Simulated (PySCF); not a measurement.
# C6H5BrFN: magnetic properties

Aim: compute the magnetic properties of C6H5BrFN (`C=C1[C@@H](CBr)[C@@]1(F)C#N`).

Programs: PySCF 2.14.0, with routines of our own; each step states its level. All values are computed. Atoms count from 0.

### Step 1. The starting structure

14 atoms, charge 0, multiplicity 1; geometry from: GFN2-xTB.

### Step 2. Magnetic properties: GIAO B97-2/pcSseg-1

Job settings and geometry (Å):

```
{"job": {"kind": "mag", "xc": "B97-2", "basis": "pcSseg-1", "isotopologues": 0}, "charge": 0, "multiplicity": 1}
C     -0.957858     1.941103     0.124829
C     -0.465404     0.802842    -0.285736
C      0.680605    -0.082503    -0.514722
C      1.419604    -0.704374     0.636634
Br     2.655674     0.598376     1.414594
C     -0.748885    -0.540335    -0.843798
F     -1.065893    -0.644265    -2.173284
C     -1.381119    -1.520478    -0.023039
N     -1.871923    -2.288949     0.667819
H     -0.315333     2.718094     0.506875
H     -2.015709     2.144076     0.092818
H      1.296281     0.132516    -1.383911
H      2.024936    -1.553400     0.320687
H      0.744346    -1.003176     1.438069
```

Method: GIAO B97-2/pcSseg-1 magnetisability, rotational g tensor and spin-rotation constants, non-relativistic, gas phase.

Command:

```
> OMP_NUM_THREADS=1 python excited_run.py task.json out
```

This one command runs all jobs of the session in turn.

The program printed:

```text
coarse grid: 61192 points
cycle   1  E = -2960.4304945195  dE =  2.415e-01  |g| = 8.953e-01  |ddm| = 3.775e+00
cycle   2  E = -2960.1344009740  dE =  2.961e-01  |g| = 1.401e+00  |ddm| = 1.756e+00
cycle   3  E = -2960.4918615548  dE = -3.575e-01  |g| = 4.170e-01  |ddm| = 1.391e+00
cycle   4  E = -2960.5250654663  dE = -3.320e-02  |g| = 1.431e-01  |ddm| = 3.511e-01
cycle   5  E = -2960.5288509302  dE = -3.785e-03  |g| = 2.912e-02  |ddm| = 1.221e-01
cycle   6  E = -2960.5289675514  dE = -1.166e-04  |g| = 8.510e-03  |ddm| = 2.752e-02
cycle   7  E = -2960.5289816974  dE = -1.415e-05  |g| = 2.939e-03  |ddm| = 1.057e-02
cycle   8  E = -2960.5289836495  dE = -1.952e-06  |g| = 7.966e-04  |ddm| = 2.949e-03
final grid: 129784 points
cycle   9  E = -2960.5289608834  dE =  2.068e-07  |g| = 1.303e-03  |ddm| = 3.191e-03
cycle  10  E = -2960.5289599453  dE =  9.381e-07  |g| = 2.368e-03  |ddm| = 2.986e-03
cycle  11  E = -2960.5289612820  dE = -1.337e-06  |g| = 2.915e-04  |ddm| = 1.878e-03
cycle  12  E = -2960.5289612989  dE = -1.691e-08  |g| = 6.258e-05  |ddm| = 2.506e-04
cycle  13  E = -2960.5289612998  dE = -8.740e-10  |g| = 1.030e-05  |ddm| = 6.137e-05
converged SCF energy = -2960.5289612998

Magnetisability tensor (1e-30 J/T^2)
    -1438.91      -87.54      -23.16
      -87.54    -1477.07       96.89
      -23.16       96.89    -1705.52
isotropic -1540.50   principal values   -1741.33  -1530.22  -1349.95
isotropic susceptibility -92.771 1e-6 cm^3/mol

Inertial axes            a          b          c
rot. const./GHz      2.0458     0.5628     0.5171
chi total           -92.340    -94.774    -91.199
chi diamagnetic    -689.656  -1942.627  -2127.744
chi paramagnetic    597.316   1847.853   2036.545
quadrupole/D A      -11.162      3.887      7.275
g nuclear            0.5536     0.4812     0.4867
g electronic        -0.5741    -0.4885    -0.4947
g total             -0.0204    -0.0073    -0.0081

Spin-rotation constants (kHz, H = +C I.J)
atom  isotope        aa         bb         cc
  4   79Br        0.717      0.866      1.052
  6    19F        1.176      0.275      0.343
  8    14N        0.419      0.057      0.095
  9     1H        0.093     -0.037     -0.050
 10     1H        0.029     -0.049     -0.023
 11     1H       -0.207     -0.051     -0.000
 12     1H       -0.221     -0.024     -0.005
 13     1H       -0.206     -0.040     -0.004
  0    13C*       0.863      0.131      0.116
  1    13C*       0.870      0.154      0.142
  2    13C*       0.352      0.091      0.088
  3    13C*       0.337      0.097      0.112
  5    13C*       0.474      0.132      0.092
  7    13C*       0.833      0.080      0.168
* in the singly substituted isotopologue
```

It took 32 s on 1 thread of Intel Xeon 6975P-C, shared host; peak memory 1 GiB.

Key values:

```
              quantity                      value
       magnetisability           -1540·10⁻³⁰ J/T²
  molar susceptibility         -92.8·10⁻⁶ cm³/mol
rotational g (a, b, c)  -0.0204, -0.0073, -0.0081
```

### Step 3. Magnetic properties: GIAO HF/ANO-RCC-VDZP

The job, as its differences from that of step 2:

```diff
@@ -1,2 +1,2 @@
-{"job": {"kind": "mag", "xc": "B97-2", "basis": "pcSseg-1", "isotopologues": 0}, "charge": 0, "multiplicity": 1}
+{"job": {"kind": "mag", "xc": "HF", "basis": "ANO-RCC-VDZP"}, "charge": 0, "multiplicity": 1}
 C     -0.957858     1.941103     0.124829
```

With the program's defaults for keys left out, this is: GIAO HF/ANO-RCC-VDZP magnetisability, rotational g tensor and spin-rotation constants, non-relativistic, gas phase.

ANO-RCC is contracted for a relativistic Hamiltonian, so without one its core functions misfit and properties at heavier nuclei are off.

The program printed:

```text
final grid: 129784 points
cycle   1  E = -2934.2421159977  dE =  2.341e+00  |g| = 8.921e-01  |ddm| = 5.334e+00
cycle   2  E = -2934.3556557119  dE = -1.135e-01  |g| = 7.417e-01  |ddm| = 1.519e+00
cycle   3  E = -2934.4727110634  dE = -1.171e-01  |g| = 1.163e-01  |ddm| = 6.338e-01
cycle   4  E = -2934.4770360542  dE = -4.325e-03  |g| = 4.994e-02  |ddm| = 1.798e-01
cycle   5  E = -2934.4777144837  dE = -6.784e-04  |g| = 1.089e-02  |ddm| = 6.443e-02
cycle   6  E = -2934.4777559879  dE = -4.150e-05  |g| = 4.026e-03  |ddm| = 1.624e-02
cycle   7  E = -2934.4777633715  dE = -7.384e-06  |g| = 1.274e-03  |ddm| = 7.772e-03
cycle   8  E = -2934.4777642101  dE = -8.386e-07  |g| = 4.521e-04  |ddm| = 2.514e-03
cycle   9  E = -2934.4777643727  dE = -1.626e-07  |g| = 1.919e-04  |ddm| = 1.063e-03
cycle  10  E = -2934.4777644148  dE = -4.217e-08  |g| = 1.037e-04  |ddm| = 5.242e-04
cycle  11  E = -2934.4777644301  dE = -1.527e-08  |g| = 4.441e-05  |ddm| = 3.741e-04
cycle  12  E = -2934.4777644331  dE = -3.019e-09  |g| = 1.555e-05  |ddm| = 2.025e-04
cycle  13  E = -2934.4777644333  dE = -2.001e-10  |g| = 5.571e-06  |ddm| = 5.044e-05
converged SCF energy = -2934.4777644333

Magnetisability tensor (1e-30 J/T^2)
    -1517.24      -69.56      -18.03
      -69.56    -1576.06       95.14
      -18.03       95.14    -1794.10
isotropic -1629.13   principal values   -1829.97  -1601.09  -1456.33
isotropic susceptibility -98.109 1e-6 cm^3/mol

Inertial axes            a          b          c
rot. const./GHz      2.0458     0.5628     0.5171
chi total           -96.546   -100.710    -97.071
chi diamagnetic    -691.442  -1946.891  -2131.616
chi paramagnetic    594.896   1846.182   2034.546
quadrupole/D A      -13.746      5.512      8.234
g nuclear            0.5536     0.4812     0.4867
g electronic        -0.5717    -0.4881    -0.4943
g total             -0.0181    -0.0069    -0.0076

Spin-rotation constants (kHz, H = +C I.J)
atom  isotope        aa         bb         cc
  4   79Br        0.352      0.640      0.773
  6    19F        0.670      0.085      0.199
  8    14N        0.412      0.057      0.095
  9     1H        0.092     -0.038     -0.051
 10     1H        0.030     -0.051     -0.024
 11     1H       -0.207     -0.052     -0.002
 12     1H       -0.228     -0.025     -0.009
 13     1H       -0.211     -0.041     -0.006
  0    13C*       0.854      0.116      0.104
  1    13C*       0.860      0.136      0.126
  2    13C*       0.298      0.075      0.074
  3    13C*       0.292      0.083      0.095
  5    13C*       0.415      0.116      0.075
  7    13C*       0.802      0.070      0.160
* in the singly substituted isotopologue
```

Wall time 35 s (1 thread of Intel Xeon 6975P-C, shared host); peak memory 0.84 GiB.

From this job:

```
              quantity                      value
       magnetisability           -1629·10⁻³⁰ J/T²
  molar susceptibility         -98.1·10⁻⁶ cm³/mol
rotational g (a, b, c)  -0.0181, -0.0069, -0.0076
```

### Step 4. Magnetic properties side by side

```
               level  ξ (10⁻³⁰ J/T²)     g(a)     g(b)  gap (eV)  functions  time
 GIAO B97-2/pcSseg-1           -1540  -0.0204  -0.0073      6.36        202  32 s
GIAO HF/ANO-RCC-VDZP           -1629  -0.0181  -0.0069     13.37        164  35 s
```

### Step 5. Results

| quantity | value |
| --- | --- |
| magnetisability (step 2, GIAO B97-2/pcSseg-1) | -1540·10⁻³⁰ J/T² |
| molar susceptibility (step 2, GIAO B97-2/pcSseg-1) | -92.8·10⁻⁶ cm³/mol |
| rotational g (a, b, c) (step 2, GIAO B97-2/pcSseg-1) | -0.0204, -0.0073, -0.0081 |
| magnetisability over the levels | -1629 to -1540·10⁻³⁰ J/T² |

In words: Steps that list no spin-orbit terms leave them out, which matters at and beside the heavy atoms. The magnetisability spreads by 5.6 % over 2 levels of like cost. Two levels can agree by chance, so this spread shows no convergence. Vibrational averaging and real surroundings are missing from these values.
